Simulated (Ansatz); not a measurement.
GaSb3:

```
CELL_PARAMETERS angstrom
0.00000 3.73060 3.73060
3.73060 0.00000 3.73060
3.73060 3.73060 0.00000
ATOMIC_POSITIONS crystal
Sb 0.50000 0.50000 0.50000
Sb 0.75000 0.75000 0.75000
Sb 0.25000 0.25000 0.25000
Ga 0.00000 0.00000 0.00000
```

The cell comes from a database or a generator and needn't be the stable form of this composition.

Base run:

| Quantity | Value |
| --- | --- |
| Program | Ansatz 0.2.0 |
| Functional | PBEsol |
| Potentials or basis | all-electron LAPW, scalar-relativistic |
| Cutoff | 159 eV |
| Density cutoff | 635 eV |
| Basis error allowed | 0.002 eV/atom |
| k mesh | 6 × 6 × 6 |
| Occupations | fermi-dirac, width 0.05 eV |
| Spin | no spin polarisation |

Its results: pressure -3.4 GPa.

Q: The run is repeated on the same cell with these changes: k mesh from 6 × 6 × 6 to 4 × 4 × 4. What comes out?

A: Pressure -5.2 GPa.

Caveats: some runs use coarse meshes; the k mesh is thin for a metal, which can move the energy by tens of meV per atom (some runs).

Not every run made on this cell is shown here.
